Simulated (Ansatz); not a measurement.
# CrBr3Cl: the cost of one run

Program: Ansatz 0.2.0. Level of theory: DFT PBE, scalar-relativistic, plane waves, PAW. These are calculated values, not measurements.

## 1. Starting point

Symmetry: Pm-3m, No. 221, cubic system. Conventional cell: a = 5.186 Å, b = 5.186 Å, c = 5.186 Å, α = 90.00°, β = 90.00°, γ = 90.00°. Around Cr (site symmetry m-3m) lie 12 Br at 3.67 Å. Around Br (site symmetry 4/mmm) lie 2 Cl at 2.59 Å and 4 Cr at 3.67 Å and 8 Br at 3.67 Å. Around Cl (site symmetry m-3m) lie 6 Br at 2.59 Å.

As a file:

```
Cr Br Cl
1.0
     5.18626    0.00000    0.00000
     0.00000    5.18626    0.00000
     0.00000    0.00000    5.18626
Cr Br Cl
1 3 1
Direct
  0.00000 0.00000 0.00000
  0.50000 0.50000 0.00000
  0.00000 0.50000 0.50000
  0.50000 0.00000 0.50000
  0.50000 0.50000 0.50000
```

A structure generator made this guess: species swapped into a database cell of Dy3InN (Pm-3m, No. 221), with Br on the Dy sites, Cr on the In sites and Cl on the N sites. Lengths come from tabulated atomic sizes and are only a guess.

## 2. The guess as it stands, on a coarse mesh

The input, input.yaml:

```yaml
crystal:
  lattice:
    - [5.186256, 0.0, 0.0]
    - [0.0, 5.186256, 0.0]
    - [0.0, 0.0, 5.186256]
  atoms:
    - { symbol: Cr, position: [0.0, 0.0, 0.0], spin: 3.0 }
    - { symbol: Br, position: [0.5, 0.5, 0.0] }
    - { symbol: Br, position: [0.0, 0.5, 0.5] }
    - { symbol: Br, position: [0.5, 0.0, 0.5] }
    - { symbol: Cl, position: [0.5, 0.5, 0.5] }
basis:
  ecutwfc: 420
kpoints:
  mp_grid: { grid: [4, 4, 4] }
hamiltonian:
  xc: pbe
scf:
  occupations: { method: gaussian, width: 0.1 }
  lower_state_search: "off"
output:
  forces: true
  stress: true
  eigenvalues: true
  populations: true
magnetization:
  spin_polarized: true
```

Launch:

```
$ ansatz run input.yaml --threads 1 --pin off --max-ram 2048MiB --backend cpu --events-out ev --progress --plain --runs-dir out
```

What time and memory should one allow on 1 thread of Arm Neoverse V2, shared host?

About 7.5 s, with a peak of 0.39 GiB.
